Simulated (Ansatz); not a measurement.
# SiSeS: the cost of one run

Method: reference: DFT, PBE, plane waves, PAW, in Ansatz 0.2.0.

### 1 The structure to begin with

Symmetry: P3m1, No. 156, trigonal system. Conventional cell: a = 3.335 Å, b = 3.335 Å, c = 29.572 Å, α = 90.00°, β = 90.00°, γ = 120.00°. Si (site symmetry 3m) is surrounded by 3 S at 2.40 Å and 3 Se at 2.49 Å. S (site symmetry 3m) has 3 Si at 2.40 Å as nearest neighbours. Se (site symmetry 3m) is surrounded by 3 Si at 2.49 Å.

Structure file:

```cif
data_structure
_symmetry_space_group_name_H-M 'P 1'
_symmetry_Int_Tables_number 1
_cell_length_a 3.3347
_cell_length_b 3.3347
_cell_length_c 29.5720
_cell_angle_alpha 90.000
_cell_angle_beta 90.000
_cell_angle_gamma 120.000
_cell_volume 284.78
loop_
_atom_site_label
_atom_site_type_symbol
_atom_site_fract_x
_atom_site_fract_y
_atom_site_fract_z
_atom_site_occupancy
Si1 Si 0.33333 0.66667 0.30611 1
S1 S 0.66667 0.33333 0.35441 1
Se1 Se 0.66667 0.33333 0.25250 1
```

### 2 The reference run

input.yaml

```yaml
crystal:
  lattice:
    - [3.334669939, 0.0, 0.0]
    - [-1.6673349695, 2.8879088804, 0.0]
    - [0.0, 0.0, 29.5719780424]
  atoms:
    - { symbol: Si, position: [0.3333333333, 0.6666666667, 0.3061146318] }
    - { symbol: S, position: [0.6666666667, 0.3333333333, 0.3544136473] }
    - { symbol: Se, position: [0.6666666667, 0.3333333333, 0.2524982341] }
  periodic: [true, true, false]
kpoints:
  mp_grid: { grid: [6, 6, 1] }
hamiltonian:
  xc: pbe
scf:
  occupations: { method: fermi_dirac, width: 0.02 }
  n_extra_bands: 4
output:
  forces: true
  stress: true
  eigenvalues: true
  write_density: true
  write_potential: true
  elf: true
  volumetric_format: npy
```

Run with:

```
$ ansatz run input.yaml --threads 4 --pin off --max-ram 4608MiB --backend cpu --events-out ev --progress --plain --runs-dir out
```

Q: Estimate wall time and peak memory on 4 threads of Arm Neoverse N1, shared host.

About 3.8 s, with a peak of 0.51 GiB.
